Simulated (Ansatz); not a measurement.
**HfW: one candidate structure**

Where does HfW go from the start given, CoSn type (P6/mmm, No. 191)?

Program: Ansatz 0.2.0. Level of theory: DFT PBE, scalar-relativistic, plane waves, PAW. These are calculated values, not measurements.

### Step 1. Starting point

It takes space group P6/mmm (No. 191, hexagonal). Conventional cell: a = 5.263 Å, b = 5.263 Å, c = 4.246 Å, α = 90.00°, β = 90.00°, γ = 120.00°. Around Hf (site symmetry mmm) lie 6 W at 2.61 to 2.63 Å and 4 Hf at 2.63 Å. Around W (site symmetry 6/mmm) lie 6 Hf at 2.63 Å. W (site symmetry -6m2) is surrounded by 6 Hf at 2.61 Å.

Structure file:

```cif
data_structure
_symmetry_space_group_name_H-M 'P 1'
_symmetry_Int_Tables_number 1
_cell_length_a 5.2630
_cell_length_b 5.2630
_cell_length_c 4.2463
_cell_angle_alpha 90.000
_cell_angle_beta 90.000
_cell_angle_gamma 120.000
_cell_volume 101.86
loop_
_atom_site_label
_atom_site_type_symbol
_atom_site_fract_x
_atom_site_fract_y
_atom_site_fract_z
_atom_site_occupancy
Hf1 Hf 0.50000 0.00000 0.00000 1
Hf2 Hf 0.50000 0.50000 0.00000 1
Hf3 Hf 0.00000 0.50000 0.00000 1
W1 W 0.00000 0.00000 0.00000 1
W2 W 0.33333 0.66667 0.50000 1
W3 W 0.66667 0.33333 0.50000 1
```

(A quick probe on a coarse mesh, which set the mesh and smearing, is not shown.)

### Step 3. A loose first relaxation

Contents of input.yaml:

```yaml
crystal:
  lattice:
    - [5.2630305698, 0.0, 0.0]
    - [-2.6315152849, 4.5579181743, 0.0]
    - [0.0, 0.0, 4.2463087552]
  atoms:
    - { symbol: Hf, position: [0.5, 0.0, 0.0] }
    - { symbol: Hf, position: [0.5, 0.5, 0.0] }
    - { symbol: Hf, position: [0.0, 0.5, 0.0] }
    - { symbol: W, position: [0.0, 0.0, 0.0] }
    - { symbol: W, position: [0.3333333333, 0.6666666667, 0.5] }
    - { symbol: W, position: [0.6666666667, 0.3333333333, 0.5] }
basis:
  ecutwfc: 420
kpoints:
  mp_grid: { grid: [6, 6, 4] }
hamiltonian:
  xc: pbe
scf:
  occupations: { method: gaussian, width: 0.1 }
  lower_state_search: "off"
output:
  forces: true
  stress: true
  eigenvalues: true
relax:
  adjacent_minimum: "off"
  f_tol: 0.04
  max_steps: 70
  cell: { stress_tol: 0.4 }
```

Further runs follow: relaxing cell and atoms.

Before running it: what results should come out?

The runs gave:

Formation energies count from the elements, computed with the same settings in runs not shown here.

| quantity | value |
| --- | --- |
| cell | a = 5.851 Å, b = 5.851 Å, c = 4.462 Å, α = 90.00°, β = 90.00°, γ = 120.00° |
| space group | P6/mmm (No. 191) |
| volume | 22.05 Å³/atom |
| gap on the mesh | none (metal) |
| formation energy from the elements | +1.318 eV/atom |

In words: The space group stayed P6/mmm, and from the first guess the volume went from 16.98 to 22.05 Å³/atom. The formation energy of +1.32 eV/atom is positive, so the elements lie lower than this structure; another structure of the compound can lie lower. Spin-orbit coupling is left out for Hf, W.
